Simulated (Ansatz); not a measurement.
What does this script print? It uses Ansatz's Python interface.

`batio3.py`
```python
"""Frozen displacement of one atom in BaTiO3."""

import ansatz as az
import numpy as np

FUNCTIONAL = "mr2scan"
MESH = (4, 4, 4)
OCCUPATIONS = "methfessel_paxton"
SIGMA = 0.1
BETA = 0.2
N_EMPTY = 8


def main() -> None:
    system = (
        az.Lattice.of((4.006, 0.0, 0.0), (0.0, 4.006, 0.0), (0.0, 0.0, 4.006))
        .atom("Ba", (0.5, 0.5, 0.5))
        .atom("Ti", (0.0, 0.0, 0.0))
        .atom("O", (0.5, 0.0, 0.0))
        .atom("O", (0.0, 0.5, 0.0))
        .atom("O", (0.0, 0.0, 0.5))
    )

    inverse = np.linalg.inv(np.array(system.lattice.vectors))
    home = np.array(system.sites[1].position)
    values = np.linspace(-0.2, 0.2, 5)
    energies, pulls = [], []
    for shift in values:
        moved = system.move(1, to=home + shift * inverse[2])
        base = (
            moved.calculation()
            .functional(FUNCTIONAL)
            .basis(34 * az.Ry)
            .kpoints(*MESH, center="monkhorst-pack")  # the mesh must be finer for metals
            .occupations(OCCUPATIONS, width=SIGMA)
            .mixing("broyden", ndim=8, beta=BETA)
            .scf(extra_bands=N_EMPTY)
            .forces()  # minus the gradient of the free energy
        )
        data = base.run().report
        energies.append(data["free_energy_ev"])
        pulls.append(data["forces_ev_ang"][1][2])

    # the force is minus the slope of the free energy
    print("shift (A)   dE (eV)   force along z (eV/A)")
    for shift, e, f in zip(values, energies, pulls):
        print(f"{shift:8.3f} {e - energies[2]:10.5f} {f:12.4f}")
    print(f"stiffness from energies {2 * np.polyfit(values, energies, 2)[0]:.3f}, from forces {-np.polyfit(values, pulls, 1)[0]:.3f} eV/A^2")


if __name__ == "__main__":
    main()
```

```console
$ python batio3.py
DeckWarning: basis.ecutwfc = 462.593566181796 eV is below the records' recommended 500 eV, and the density's cutoff is lower with it unless basis.ecutrho_ratio is high enough to keep the records' density cutoff: compare with a run at a higher cutoff
shift (A)   dE (eV)   force along z (eV/A)
  -0.200    0.05908       1.1452
  -0.100    0.00398       0.1545
   0.000    0.00000       0.0000
   0.100    0.00398      -0.1545
   0.200    0.05908      -1.1452
stiffness from energies 3.262, from forces 4.890 eV/A^2
```
(Warnings from the package without file and line.)

Notes:
- These settings explore the input space; cutoff and mesh may be short of convergence.
- The cutoff lies under the one recommended for these potentials.
- The run is spin-unpolarised.
- This is a high-temperature or high-pressure form, not the ambient phase.
- The starting cell is as deposited in a crystallographic database; the results hold for this polymorph, which needn't be the stable one.
- All periodic images of the atom move with it, so the curvature is one diagonal element of the zone-centre force constants and no normal mode; a positive value doesn't exclude soft modes in which several atoms move.
- The whole script took 17 s on 1 thread of Arm Neoverse V2, with other jobs on the host, peak memory 0.5 GiB.

(Lines on the test bed's own set-up are left out of the output.)
